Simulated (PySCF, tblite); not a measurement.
# C₂H₁₂N₂Si₄: geometry, infrared bands and NMR shifts

Wanted: the infrared bands and NMR shifts of C₂H₁₂N₂Si₄ (`C[Si@]([SiH3])(C#N)N([SiH3])[SiH3]`), by calculation.

Computed with tblite 0.8.0 and PySCF 2.14.0, with density-fitted response routines of our own, on a single molecule in the gas phase. Atoms are numbered from 0 throughout.

## 1. Starting geometry

20 atoms, charge 0, multiplicity 1; geometry from: force field or distance geometry start.

Bonds of the start (Å): C0–Si1 1.89, Si1–Si2 2.40, Si1–C3 1.89, C3–N4 1.15, Si1–N5 1.71, N5–Si6 1.70, N5–Si7 1.70, C0–H8 1.09, C0–H9 1.10, C0–H10 1.10, Si2–H11 1.50, Si2–H12 1.50, Si2–H13 1.49, Si6–H14 1.48, Si6–H15 1.48, Si6–H16 1.47, Si7–H17 1.47, Si7–H18 1.48, Si7–H19 1.48.

## 2. Geometry optimisation with GFN2-xTB

Job settings and geometry (Å):

```
{"job": {"kind": "relax", "xc": "GFN2-xTB", "basis": "xTB"}, "charge": 0, "multiplicity": 1}
C     -1.297100    -1.435700     1.217100
Si    -0.456000    -0.385400    -0.112000
Si    -2.324300     0.771600    -1.069300
C      0.108000    -1.490100    -1.543400
N      0.467300    -2.178700    -2.397000
N      0.741400     0.624900     0.585300
Si     2.027500    -0.262500     1.251200
Si     1.414400     1.720000    -0.527300
H     -0.626400    -2.196300     1.624100
H     -1.656800    -0.806400     2.049200
H     -2.174600    -1.957300     0.797500
H     -3.362800    -0.226400    -1.473900
H     -2.908500     1.693500    -0.038700
H     -1.867300     1.551300    -2.256500
H      1.481900    -1.154700     2.301100
H      2.986200     0.647800     1.925600
H      2.700800    -1.072600     0.218800
H      2.420800     2.566300     0.123600
H      0.325900     2.606700    -1.000600
H      1.994400     0.994700    -1.677900
```

On the command line:

```console
> OMP_NUM_THREADS=1 python probes_run.py task.json out
```

This one command runs all jobs of the session in turn.

**Question.** This job is followed by: GFN2-xTB harmonic vibrations, gas phase; GIAO PBE0/pcSseg-1 NMR shielding, non-relativistic, gas phase. Predict these results of the whole session: strongest single infrared mode (GFN2-xTB); zero-point energy (GFN2-xTB); 13C shifts against TMS (PBE0/pcSseg-1); 1H shifts against TMS (PBE0/pcSseg-1, means over atoms taken as alike); 29Si shifts against TMS (PBE0/pcSseg-1, means over atoms taken as alike); 15N shifts against NH3 (PBE0/pcSseg-1).

**Answer**, as computed:

| quantity | value |
| --- | --- |
| strongest single infrared mode (GFN2-xTB) | 952 cm⁻¹, 630 km/mol |
| zero-point energy (GFN2-xTB) | 77.5 kcal/mol |
| 13C shifts against TMS (PBE0/pcSseg-1) | 128.4, 3.0 ppm |
| 1H shifts against TMS (PBE0/pcSseg-1, means over atoms taken as alike) | 4.77, 3.49, 0.82 ppm |
| 29Si shifts against TMS (PBE0/pcSseg-1, means over atoms taken as alike) | -20.8, -49.9, -120.0 ppm |
| 15N shifts against NH3 (PBE0/pcSseg-1) | 361.9, -10.6 ppm |

What this shows: Over 259 steps the energy fell by 0.696 eV; of the close pairs, Si1–Si2 changed most, 2.397 to 2.318 Å. No mode is imaginary among the 54: a minimum at this level. The strongest single mode, at 952 cm⁻¹, moves mainly N5. GFN2-xTB is a fitted tight-binding method: band positions and strengths are rough. Its intensities can rank the bands wrongly. At PBE0/pcSseg-1: The widest tensor belongs to N4: span 562 ppm, with a paramagnetic part of -433 ppm.
